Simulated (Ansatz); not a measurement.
# MoPt3: the cost of one run

All numbers are computed with Ansatz 0.2.0, driven from Python. Level of theory: DFT r2SCAN, plane waves, PAW.

### Step 1. The system

It takes space group Pm-3m (No. 221, cubic). The conventional cell has a = 3.980 Å, b = 3.980 Å, c = 3.980 Å, α = 90.00°, β = 90.00°, γ = 90.00°. Mo (site symmetry m-3m) has 12 Pt at 2.81 Å as nearest neighbours. Pt (site symmetry 4/mmm) has 4 Mo at 2.81 Å and 8 Pt at 2.81 Å as nearest neighbours.

The script holds or builds the structure itself.

### Step 2. The script

mopt3.py

```python
'''Cell relaxation of MoPt3.'''

import ansatz as az
from ase import Atoms
from ase.data import atomic_numbers
from ase.io import write
import numpy as np
import spglib

EXTRA_BANDS = 6
K_SPACING = 0.29
FORCE_TOL = 0.01

def edges_and_angles(cell):
    cell = np.asarray(cell)
    a, b, c = np.linalg.norm(cell, axis=1)
    cosines = cell[1] @ cell[2] / (b * c), cell[0] @ cell[2] / (a * c), cell[0] @ cell[1] / (a * b)
    return (a, b, c, *np.degrees(np.arccos(cosines)))

mopt3 = (
    az.Lattice.from_parameters(3.979521, 3.979521, 3.979521, alpha=90.0, beta=90.0, gamma=90.0)
    .atom('Mo', [0.0, 0.0, 0.0])
    .atom('Pt', [0.5, 0.5, 0.0])
    .atom('Pt', [0.5, 0.0, 0.5])
    .atom('Pt', [0.0, 0.5, 0.5])
)

# edges free, angles fixed
base = (
    mopt3.calculation()
    .scf(extra_bands=EXTRA_BANDS)
    .occupations(az.OccupationsMethod.FERMI_DIRAC)
    .kpoints(spacing=K_SPACING)
    .basis(56 * az.Ry, density_ratio=8)
    .functional(az.Functional.R2SCAN)
    .eigensolver('auto', mixed_precision=False)
    .relax(force_tolerance=FORCE_TOL, density_extrapolation='second_order', fix_cell=['angles'], stress_tolerance=0.05)
    .band_table()
)
steps = []


def collect(event):
    if event['event'] == 'relax_step':
        steps.append(event['data'])


result = base.session().plan().execute(on_event=collect)
data = result.report
print('step   energy (eV)     max comp. (eV/A)   P (GPa)  SCF')
for s in steps:
    print(f'{s["step"]:4d} {s["lagrangian_ev"]:15.5f} {s["allowed_force_max_ev_ang"]:12.4f} {s["pressure_gpa"]:10.3f} {s["n_scf"]:5d}')

first, last = steps[0], steps[-1]
symbols = [site.symbol for site in result.lattice.sites]
print(f'energy gained {first["lagrangian_ev"] - last["lagrangian_ev"]:.4f} eV in {len(steps) - 1} steps')
for label, vectors in (('before', first['cell_ang']), ('after', result.lattice.cell_ang)):
    print(label, 'a b c (A) {:.4f} {:.4f} {:.4f}  angles {:.2f} {:.2f} {:.2f}'.format(*edges_and_angles(vectors)), f' V = {abs(np.linalg.det(vectors)):.3f} A^3')
print('final stress xx yy zz (GPa, compression positive):', np.round(np.diag(data['stress_gpa']), 3) + 0.0)

print('atom   start x y z (A)              end x y z (A)')
for symbol, a, b in zip(symbols, first['positions_ang'], last['positions_ang']):
    print(f'{symbol:3s}', ' '.join(f'{v:8.4f}' for v in a), '  ', ' '.join(f'{v:8.4f}' for v in b))

relaxed = Atoms(symbols, positions=[site.position_ang for site in result.lattice.sites], cell=result.lattice.cell_ang, pbc=True)
write('relaxed.cif', relaxed, format='cif')

fractions = [site.position_frac for site in result.lattice.sites]
numbers = [atomic_numbers[s] for s in symbols]
for tolerance in (1e-3, 1e-2, 1e-1):
    print(f'space group at {tolerance} A:', spglib.get_spacegroup((result.lattice.cell_ang, fractions, numbers), symprec=tolerance))

print('%-22s %14.5f eV' % ('F = E - TS', data['free_energy_ev']))
print('%-22s %14.5f eV' % ('E', data['internal_energy_ev']))
print('%-22s %14.5f eV' % ('Harris-Foulkes', data['harris_foulkes_ev']))
print('%-22s %14.5f eV' % ('Fermi level', data['fermi_energy_ev']))

print(base.to_yaml())

table = np.array(data['eigenvalues_ev']) - data['fermi_energy_ev']
filling = np.array(data['occupations'])
weights = np.tile(data['kweights'], len(table) // len(data['kweights']))
print('band   lowest  highest (eV from E_F)  electrons')
for band in range(table.shape[1]):
    if table[:, band].max() > -10:
        print(f'{band + 1:4d} {table[:, band].min():8.3f} {table[:, band].max():8.3f} {weights @ filling[:, band]:18.4f}')
print('electrons counted from the table:', round(float(weights @ filling.sum(axis=1)), 5))
```

### Step 3. Running it

Command:

```
python mopt3.py
```

What time and memory should one allow on 1 thread of Arm Neoverse V2, shared host?

About 63 s, with a peak of 1.3 GiB.
